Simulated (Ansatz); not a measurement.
# C3H9NSi: the cost of one run

Program: Ansatz 0.2.0. Level of theory: RKS PBE-D4/STO-3G. These are calculated values, not measurements.

### 1 The structure to begin with

Bond lengths: C1–C2 1.484 Å, C2–C3 1.488 Å, C3–N4 1.501 Å, C3–Si5 1.886 Å, N4–Si5 1.657 Å, C1–H6 1.122 Å, C1–H7 1.059 Å, C1–H8 1.147 Å, C2–H9 1.139 Å, C2–H10 1.082 Å, C3–H11 1.045 Å, N4–H12 1.030 Å, Si5–H13 1.463 Å, Si5–H14 1.439 Å. Angles (14 of 27 angles, heavy atoms first): C1–C2–C3 109.1°, C2–C3–N4 118.4°, C2–C3–Si5 118.5°, N4–C3–Si5 57.2°, C3–N4–Si5 73.2°, C3–Si5–N4 49.6°, C1–C2–H9 106.6°, C1–C2–H10 110.8°, C3–C2–H9 114.2°, C3–C2–H10 109.7°, C2–C1–H6 111.5°, C2–C1–H7 114.7°, C2–C1–H8 107.8°, C2–C3–H11 115.2°.

Coordinates:

```xyz
14

C    -1.6368    0.8103    0.7604
C    -0.3201    0.9340    0.0861
C     0.0609   -0.3861   -0.4863
N     0.8958   -1.3133    0.3483
Si    1.8824   -0.7214   -0.8437
H    -2.4477    0.5420    0.0333
H    -1.6499    0.1467    1.5854
H    -1.9415    1.8521    1.1301
H     0.4088    1.3328    0.8647
H    -0.3596    1.6743   -0.7016
H    -0.6135   -0.7823   -1.1789
H     0.6129   -2.2817    0.1390
H     2.8727    0.0531   -0.0963
H     2.2225   -1.8898   -1.6117
```

### 2 Relaxing the start

Contents of input.yaml:

```yaml
crystal:
  periodic: [false, false, false]
  atoms:
    - { symbol: C, position_ang: [-1.6368, 0.8103, 0.7604] }
    - { symbol: C, position_ang: [-0.3201, 0.934, 0.0861] }
    - { symbol: C, position_ang: [0.0609, -0.3861, -0.4863] }
    - { symbol: "N", position_ang: [0.8958, -1.3133, 0.3483] }
    - { symbol: Si, position_ang: [1.8824, -0.7214, -0.8437] }
    - { symbol: H, position_ang: [-2.4477, 0.542, 0.0333] }
    - { symbol: H, position_ang: [-1.6499, 0.1467, 1.5854] }
    - { symbol: H, position_ang: [-1.9415, 1.8521, 1.1301] }
    - { symbol: H, position_ang: [0.4088, 1.3328, 0.8647] }
    - { symbol: H, position_ang: [-0.3596, 1.6743, -0.7016] }
    - { symbol: H, position_ang: [-0.6135, -0.7823, -1.1789] }
    - { symbol: H, position_ang: [0.6129, -2.2817, 0.139] }
    - { symbol: H, position_ang: [2.8727, 0.0531, -0.0963] }
    - { symbol: H, position_ang: [2.2225, -1.8898, -1.6117] }
basis:
  gaussian: { orbitals: STO-3G }
hamiltonian:
  xc: pbe
  dispersion: d4
relax:
  f_tol: 0.02
  max_steps: 40
scf:
  lower_state_search: "off"
output:
  orbitals: {}
```

Command:

```sh
$ ansatz run input.yaml --threads 1 --pin off --max-ram 2048MiB --backend cpu --events-out ev --progress --plain --runs-dir out
```

Q: Estimate wall time and peak memory on 1 thread of Arm Neoverse V2, shared host.

About 16 s, with a peak of 0.11 GiB.
